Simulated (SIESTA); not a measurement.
## CsLiCr2Te2S3 in SIESTA: convergence with real-space mesh cutoff

Input of the first run (real-space mesh cutoff 100 Ry); the others differ in this setting and in those tied to it:

File CsLiCr2Te2S3.fdf:

```
SystemName                      CsLiCr2Te2S3
SystemLabel                     CsLiCr2Te2S3
NumberOfSpecies                 5
NumberOfAtoms                   9
%block ChemicalSpeciesLabel
  1  55 Cs
  2   3 Li
  3  24 Cr
  4  52 Te
  5  16 S
%endblock ChemicalSpeciesLabel

LatticeConstant                 1.0 Ang
%block LatticeVectors
     3.3192900000     1.9163900000     6.8798200000
    -3.3192900000     1.9163900000     6.8798200000
     0.0000000000    -3.8327900000     6.8798200000
%endblock LatticeVectors
AtomicCoordinatesFormat         Fractional
%block AtomicCoordinatesAndAtomicSpecies
     0.0000000000     0.0000000000     0.0000000000  1  Cs
     0.5000000000     0.5000000000     0.5000000000  2  Li
     0.7984800000     0.7984800000     0.7984800000  3  Cr
     0.2015200000     0.2015200000     0.2015200000  3  Cr
     0.6799000000     0.6799000000     0.6799000000  4  Te
     0.3201000000     0.3201000000     0.3201000000  4  Te
     0.1362600000     0.8637400000     0.5000000000  5  S
     0.5000000000     0.1362600000     0.8637400000  5  S
     0.8637400000     0.5000000000     0.1362600000  5  S
%endblock AtomicCoordinatesAndAtomicSpecies

%block kgrid.MonkhorstPack
    5   0   0  0.0
    0   5   0  0.0
    0   0   5  0.0
%endblock kgrid.MonkhorstPack
XC.Functional                   GGA
XC.Authors                      PBE
PAO.BasisSize                   DZP
PAO.EnergyShift                 0.003 Ry
Mesh.Cutoff                     100 Ry
Spin                            polarized
%block DM.InitSpin
    1   0.000
    2   0.000
    3   3.000
    4   3.000
    5   0.000
    6   0.000
    7   0.000
    8   0.000
    9   0.000
%endblock DM.InitSpin
OccupationFunction              FD
ElectronicTemperature           0.05 eV
MaxSCFIterations                200
SCF.MustConverge                false
SCF.Mixer.Method                Pulay
SCF.Mixer.Weight                0.1
SCF.Mixer.History               10
SCF.DM.Tolerance                5.0e-05
SCF.H.Tolerance                 1.0e-03 eV
WriteForces                     true
Charge.Mulliken                 end
%block PAO.PolarizationScheme
  Li non-perturbative
%endblock PAO.PolarizationScheme
%block PAO.Basis
  Cs 5
  n=5 0 2
    4.696 0.000
  n=6 0 2
    9.500 0.000
  n=5 1 2
    5.738 0.000
  n=6 1 1
    9.500
  n=5 2 1
    7.000
  Li 3
  n=1 0 2
    2.782 0.000
  n=2 0 2
    9.500 0.000
  n=2 1 1
    9.500
  Cr 5
  n=3 0 2
    2.885 0.000
  n=4 0 2
    8.703 0.000
  n=3 1 2
    3.267 0.000
  n=4 1 1
    8.703
  n=3 2 2
    6.381 0.000
  Te 4
  n=5 0 2
    5.635 0.000
  n=5 1 2
    7.297 0.000
  n=4 2 2
    3.260 0.000
  n=5 2 1
    7.297
%endblock PAO.Basis
Diag.ParallelOverK              true
```

Potentials or basis: PseudoDojo 0.4 standard (PBE files), DZP (energy shift 0.003 Ry; two zetas on semicore shells; d shell added on Cs).

Run with:

```sh
$ mpirun -n 4 siesta CsLiCr2Te2S3.fdf > CsLiCr2Te2S3.out 2>&1
```

The cell was built by a generator and needn't be a form met in nature.

Hardware: 4 MPI ranks on AMD EPYC 7R43 64-Core Processor (Zen 3), with other jobs on the host.

**Question.** The values tried are 100 Ry, 150 Ry, 200 Ry, 300 Ry, 400 Ry, 500 Ry, 700 Ry, 900 Ry, 1200 Ry, loosest first. From which on does the energy stay within 1 meV/atom of the tightest run that finished?

**Answer.** From 400 Ry on.

```tsv
real-space mesh cutoff	energy less the tightest run, at zero smearing (meV/atom)	pressure (GPa)	largest force (eV/Å)	SCF cycles	CPU time (s)
100 Ry	-51.74	0.92	0.331	22	150
150 Ry	-26.31	0.67	0.361	23	170
200 Ry	-13.16	0.53	0.351	22	180
300 Ry	-3.97	0.42	0.358	25	260
400 Ry	-0.96	0.38	0.360	23	350
500 Ry	-0.63	0.38	0.359	23	390
700 Ry	-0.13	0.37	0.359	23	820
900 Ry	-0.07	0.37	0.360	23	1000
1200 Ry	0.00	0.37	0.360	23	1300
```

Against the tightest run, the pressure stays within 0.1 GPa from 300 Ry on; the largest force stays within 0.005 eV/Å from 300 Ry on. Values are those asked for, which the program may round to a finer grid. The tightest run that finished is the yardstick and may itself not be fully converged.

Caveat, for the tightest run too: the basis of atomic orbitals isn't converged, which shifts pressures, moduli and gaps; only a ferromagnetic start was run, and an antiferromagnetic order may lie lower in energy. The run has no spin-orbit coupling, so splittings on Cs, Te are missing.
